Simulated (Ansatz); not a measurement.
# B2W: pressure against volume

An exercise on one series of results from a longer session: the logs are not shown, and one member is left open.

Program: Ansatz 0.2.0. Level of theory: DFT LDA, scalar-relativistic. These are calculated values, not measurements.

## The starting structure

Symmetry: P6/mmm, No. 191, hexagonal system. Conventional cell: a = 3.020 Å, b = 3.020 Å, c = 3.050 Å, α = 90.00°, β = 90.00°, γ = 120.00°. B (site symmetry -6m2) has 3 B at 1.74 Å and 6 W at 2.32 Å in its first shell of neighbours. Around W (site symmetry 6/mmm) lie 12 B at 2.32 Å.

Coordinates:

```
CELL_PARAMETERS angstrom
3.02000 0.00000 0.00000
-1.51000 2.61540 0.00000
0.00000 0.00000 3.05000
ATOMIC_POSITIONS crystal
B 0.33333 0.66667 0.50000
B 0.66667 0.33333 0.50000
W 0.00000 0.00000 0.00000
```

Atoms are numbered in the order of the input: B1, B2, W3.

The first run:

File input.yaml:

```yaml
crystal:
  lattice:
    - [2.9583514398, 0.0, 0.0]
    - [-1.47917572, 2.5620075002, 0.0]
    - [0.0, 0.0, 2.9877376316]
  atoms:
    - { symbol: B, position: [0.3333333333, 0.6666666667, 0.5] }
    - { symbol: B, position: [0.6666666667, 0.3333333333, 0.5] }
    - { symbol: W, position: [0.0, 0.0, 0.0] }
kpoints:
  mp_grid: { grid: [14, 14, 12] }
  band_path:
    path:
      - [0.0, 0.0, 0.0]
      - [0.5, 0.0, 0.0]
      - [0.3333333333, 0.3333333333, 0.0]
      - [0.0, 0.0, 0.0]
      - [0.0, 0.0, 0.5]
      - [0.5, 0.0, 0.5]
      - [0.3333333333, 0.3333333333, 0.5]
      - [0.0, 0.0, 0.5]
      - [0.5, 0.0, 0.5]
    npoints: 5
scf:
  occupations: { method: fermi_dirac, width: 0.05 }
hamiltonian:
  xc: lda
  pseudopotentials: { kind: all_electron, lapw: { basis_error: 0.0005 } }
output:
  forces: true
  stress: true
  eigenvalues: true
```

The run is started by

```bash
ansatz run input.yaml --threads 1 --pin off --max-ram 4096MiB --backend cpu --events-out ev --progress --plain --runs-dir out
```

Among the steps run: Volume × 0.94, LAPW; Volume × 0.94, PAW; Volume × 0.94, crystal datasets; Volume × 0.98, LAPW; Volume × 0.98, PAW; Volume × 0.98, crystal datasets; Volume × 1.01, LAPW; Volume × 1.01, PAW; Volume × 1.01, crystal datasets; Volume × 1.04, LAPW; Volume × 1.04, PAW; Volume × 1.04, crystal datasets.

One of the session's tables, all rows but one given; the rest of the session is left out.

```
          method  volume (Å³/atom)  pressure (GPa)
            LAPW             7.548           53.18
            LAPW             7.870           31.47
            LAPW             8.110           17.74
            LAPW             8.351            5.85
             PAW             7.548               ?
             PAW             7.870           31.69
             PAW             8.110           17.91
             PAW             8.351            5.98
crystal datasets             7.548           53.18
crystal datasets             7.870           31.47
crystal datasets             8.110           17.74
crystal datasets             8.351            5.85
```

Q: Estimate the row for PAW, 7.548 from the others.

The run gave: pressure (GPa): 53.50. In the column «pressure (GPa)» it is the highest.

Limits of these values: Warnings in the runs' records: gradients without spin orbit, crystal datasets made.
